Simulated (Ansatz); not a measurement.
# Si₃NH₇: up Jacob's ladder to CCSD(T)

How much do the methods differ for Si₃NH₇? The plan is to run it at one geometry with functionals of several rungs and with coupled cluster, and see how far each lands from CCSD(T) at the basis-set limit for the atomisation energy.

Program: Ansatz 0.2.0, Gaussian basis. Level of theory: functionals in def2-TZVPP, the program's frozen cores in correlated methods. These are calculated values, not measurements.

Plan: LDA (SPW92), PBE-D4, revPBE-D4, BLYP-D4, r2SCAN-D4, B97M-V, PBE0-D4, B3LYP-D4, r2SCANh-D4, r2SCAN0-D4, HSE06-D4, BHLYP-D4, CAM-B3LYP-D4, LC-ωPBE, ωB97X-V, ωB97M-V, B2PLYP, PBE-QIDH; CCSD(T)/def2-SVP; CCSD(T)/def2-TZVPP; CCSD(T)/def2-QZVPP; extrapolation to the limit; RPA on PBE.

**1. Structure used throughout**

All runs share one geometry, relaxed beforehand with PBE0-D4 in a triple-zeta def2 set.

SMILES `[SiH]N([SiH3])[SiH3]`, 11 atoms, charge 0, spin multiplicity 1.

Atoms are counted from 1 here; the program's logs count them from 0.

Bond lengths: Si1–N2 1.732 Å, Si1–H5 1.543 Å, N2–Si3 1.748 Å, N2–Si4 1.755 Å, Si3–H6 1.484 Å, Si3–H7 1.486 Å, Si3–H8 1.486 Å, Si4–H9 1.483 Å, Si4–H10 1.483 Å, Si4–H11 1.491 Å. Angles: N2–Si1–H5 94.4°, Si1–N2–Si3 121.0°, Si1–N2–Si4 118.8°, Si3–N2–Si4 120.2°, N2–Si3–H6 107.7°, N2–Si3–H7 110.3°, N2–Si3–H8 110.3°, H6–Si3–H7 110.1°, H6–Si3–H8 110.1°, H7–Si3–H8 108.4°, N2–Si4–H9 110.6°, N2–Si4–H10 110.6°, N2–Si4–H11 107.9°, H9–Si4–H10 110.0°, H9–Si4–H11 108.8°, H10–Si4–H11 108.8°.

**2. LDA**

This LDA is Slater exchange with PW92 correlation.

in.yaml

```yaml
crystal:
  periodic: [false, false, false]
  atoms:
    - {symbol: Si, position_ang: [-0.615592, 2.091452, 0.008784]}
    - {symbol: N, position_ang: [-0.054011, 0.455326, 0.101155]}
    - {symbol: Si, position_ang: [1.073201, -0.040836, 1.341718]}
    - {symbol: Si, position_ang: [-0.636630, -0.705717, -1.078237]}
    - {symbol: H, position_ang: [-1.510640, 1.841003, -1.222523]}
    - {symbol: H, position_ang: [1.373940, 1.146918, 2.179003]}
    - {symbol: H, position_ang: [2.321851, -0.560345, 0.725759]}
    - {symbol: H, position_ang: [0.479679, -1.117182, 2.176914]}
    - {symbol: H, position_ang: [-2.109783, -0.848683, -0.987453]}
    - {symbol: H, position_ang: [-0.249913, -0.296471, -2.450056]}
    - {symbol: H, position_ang: [-0.006702, -2.022466, -0.774465]}
basis:
  gaussian: {orbitals: def2-TZVPP}
hamiltonian: {xc: lda}
output: {orbitals: {seedname: orbitals}}
```

Run with:

```sh
$ ansatz run in.yaml --threads 2 --pin off --events-out ev --progress --plain --max-ram 32768MiB --backend cpu
```

After this run come: PBE-D4 (GGA); revPBE-D4 (GGA); BLYP-D4 (GGA); r2SCAN-D4 (meta-GGA); B97M-V (meta-GGA); B3LYP-D4 (hybrid); r2SCANh-D4 (hybrid); r2SCAN0-D4 (hybrid); HSE06-D4 (hybrid); BHLYP-D4 (hybrid); CAM-B3LYP-D4 (range-separated); LC-ωPBE (range-separated); ωB97X-V (range-separated); ωB97M-V (range-separated); B2PLYP (double hybrid); PBE-QIDH (double hybrid); CCSD(T) in def2-SVP; CCSD(T) in def2-TZVPP; CCSD(T) in def2-QZVPP; RPA on PBE orbitals.

**Question.** What will the summary of the whole plan be? Wanted: atomisation energy, CCSD(T)/CBS; farthest beyond LDA; mean size of error, GGA; mean size of error, meta-GGA; mean size of error, hybrid; mean size of error, range-separated; mean size of error, double hybrid; gap, smallest and largest; T1 diagnostic.

The runs gave:

| quantity | value |
| --- | --- |
| atomisation energy, CCSD(T)/CBS | 3399.6 kJ/mol |
| functionals within 17.0 kJ/mol (0.5 %) | B97M-V, B3LYP-D4, CAM-B3LYP-D4, ωB97M-V |
| farthest beyond LDA | revPBE-D4 (-89.6 kJ/mol) |
| mean size of error, GGA | 52.5 kJ/mol |
| mean size of error, meta-GGA | 21.1 kJ/mol |
| mean size of error, hybrid | 49.3 kJ/mol |
| mean size of error, range-separated | 29.8 kJ/mol |
| mean size of error, double hybrid | 64.7 kJ/mol |
| gap, smallest and largest | 2.44 eV (LDA (SPW92)), 9.18 eV (LC-ωPBE) |
| T1 diagnostic | 0.0142 |
| triples share of the correlation energy | 3.8 % |

LDA overbinds by 351.7 kJ/mol (10 %). PBE-D4 is off by -42.3 kJ/mol. Double hybrids carry the basis error of their MP2 part in triple zeta, and no dispersion term here, so their miss is partly the set-up's. Taken by rung, meta-GGA functionals do best (21.1 kJ/mol on average) and double hybrid ones worst beyond LDA (64.7 kJ/mol). The reference freezes the cores and leaves out relativity and excitations past (T), so misses under about 17.0 kJ/mol can't be ranked. Hartree-Fock recovers 73 % of the binding; the rest is correlation. CCSD(T) in def2-SVP is off by -269.4 kJ/mol, which most functionals beat. Orbital gaps span 2.4 to 9.2 eV; exact exchange widens them. The restricted reference is unstable towards a spin-broken one.
